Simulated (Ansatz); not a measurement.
Ca3TlN, space group Pm-3m, a phonon calculation by linear response

Computed with Ansatz 0.2.0, Python API.

Notebook, run cell by cell (the value of a cell's last expression is shown):

In [1]:
```python
from pathlib import Path
import warnings

import ansatz as az
import numpy as np
```

In [2]:
```python
warnings.simplefilter("ignore", az.DeckWarning)

crystal = (
    az.Lattice.of([4.953824, 0.0, 0.0], [0.0, 4.953824, 0.0], [0.0, 0.0, 4.953824])
    .atom("Ca", [0.5, 0.5, 0.0])
    .atom("Ca", [0.5, 0.0, 0.5])
    .atom("Ca", [0.0, 0.5, 0.5])
    .atom("Tl", [0.0, 0.0, 0.0])
    .atom("N", [0.5, 0.5, 0.5])
)

[site.symbol for site in crystal.resolved().sites]
```
Out [2]:
```text
['Ca', 'Ca', 'Ca', 'Tl', 'N']
```

In [3]:
```python
calculation = (
    crystal.calculation()
    .functional("lda")
    .basis(17 * az.Ha)
    .occupations("gaussian", width=0.15)
    .kpoints(6, 6, 6)
    .phonons("dfpt", points=[(0, 0, 0), (0.5, 0.5, 0.5)])
)
done = calculation.run(runs_dir="runs")
ph = done.phonons
```
```text
RunWarning: eigensolver did not converge (k=13): 1 band(s) unlocked after 20 sweeps at ethr=1.00e-12 eV (lowest unlocked band 28, counted from 0; max residual 2.11e-6 eV among the unlocked bands, 2.11e-6 eV over every band); it also stands for any lines of [...]
```

In [4]:
```python
for q in ph.qpoints:
    thz = np.asarray(q.omega_inv_cm) / 33.35641
    print("q = ({:.2f}, {:.2f}, {:.2f})".format(*q.q_frac), np.round(thz, 2) + 0.0, "THz")
```
```text
q = (0.00, 0.00, 0.00) [0.   0.   0.   2.25 2.25 2.25 4.24 4.24 4.24 5.6  5.6  5.6  7.97 7.97
 7.97] THz
q = (0.50, 0.50, 0.50) [1.25 1.25 1.25 2.14 2.14 2.14 4.01 4.01 5.8  5.8  5.8  8.53 9.11 9.11
 9.11] THz
```

Caveats:
- The cell isn't relaxed first, so the values belong to this volume.
- The mesh is modest for a metal, so energies can be off by several to tens of meV an atom and pressures by half a GPa or more; differences at equal mesh fare better.
- Spin-orbit coupling, which matters for elements this heavy, is left out.
- This cell is a computed structure, which may not be the phase found in nature.
- Warnings are shown shortened and without file and line.
- The structure is taken as given; imaginary modes can come from an unrelaxed or unstable start. Phonons of metals also depend on mesh and smearing.
- The script silences the warnings on its input, which a real study should read.
- Wall time of the script: 2.6 min on 1 thread of Arm Neoverse V2 (shared host), peak memory 0.99 GiB.
